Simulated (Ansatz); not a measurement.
**Zn: one candidate structure**

Where does Zn go from the start given, iodine type (Cmce, No. 64)?

Computed with Ansatz 0.2.0 (DFT r2SCAN, scalar-relativistic, plane waves, PAW, unless a step's input says otherwise).

### 1 The structure to begin with

It takes space group Cmce (No. 64, orthorhombic). Conventional cell: a = 5.228 Å, b = 3.455 Å, c = 7.048 Å, α = 90.00°, β = 90.00°, γ = 90.00°. Zn (site symmetry m) has 1 Zn at 1.95 Å as nearest neighbours.

As a file:

```cif
data_structure
_symmetry_space_group_name_H-M 'Cmce'
_symmetry_Int_Tables_number 64
_cell_length_a 5.2281
_cell_length_b 3.4554
_cell_length_c 7.0477
_cell_angle_alpha 90.000
_cell_angle_beta 90.000
_cell_angle_gamma 90.000
_cell_volume 127.32
loop_
_atom_site_label
_atom_site_type_symbol
_atom_site_symmetry_multiplicity
_atom_site_Wyckoff_symbol
_atom_site_fract_x
_atom_site_fract_y
_atom_site_fract_z
_atom_site_occupancy
Zn1 Zn 8 f 0.50000 0.65000 0.11700 1
```

(A quick probe on a coarse mesh, which set the mesh and smearing, is not shown.)

### 3 A loose first relaxation

input.yaml reads:

```yaml
crystal:
  lattice:
    - [2.6140511515, -1.7276878389, 0.0]
    - [2.6140511515, 1.7276878389, 0.0]
    - [0.0, 0.0, 7.0476692657]
  atoms:
    - { symbol: Zn, position: [0.85, 0.15, 0.117] }
    - { symbol: Zn, position: [0.65, 0.35, 0.617] }
    - { symbol: Zn, position: [0.15, 0.85, 0.883] }
    - { symbol: Zn, position: [0.35, 0.65, 0.383] }
basis:
  ecutwfc: 500
kpoints:
  mp_grid: { grid: [6, 6, 4] }
hamiltonian:
  xc: r2scan
scf:
  occupations: { method: gaussian, width: 0.1 }
  lower_state_search: "off"
output:
  forces: true
  stress: true
  eigenvalues: true
relax:
  adjacent_minimum: "off"
  f_tol: 0.04
  max_steps: 70
  cell: { stress_tol: 0.4 }
```

The session goes on with these runs: the relaxation.

Q: Predict the outcome of this session.

The runs gave:

```
           quantity                                                                      value
cell (conventional)  a = 2.585 Å, b = 4.469 Å, c = 5.180 Å, α = 90.00°, β = 90.00°, γ = 90.00°
        space group                                                              Fmmm (No. 69)
             volume                                                              14.96 Å³/atom
    gap on the mesh                                                               none (metal)
```

The structure ended in another space group than at the start: Cmce to Fmmm.
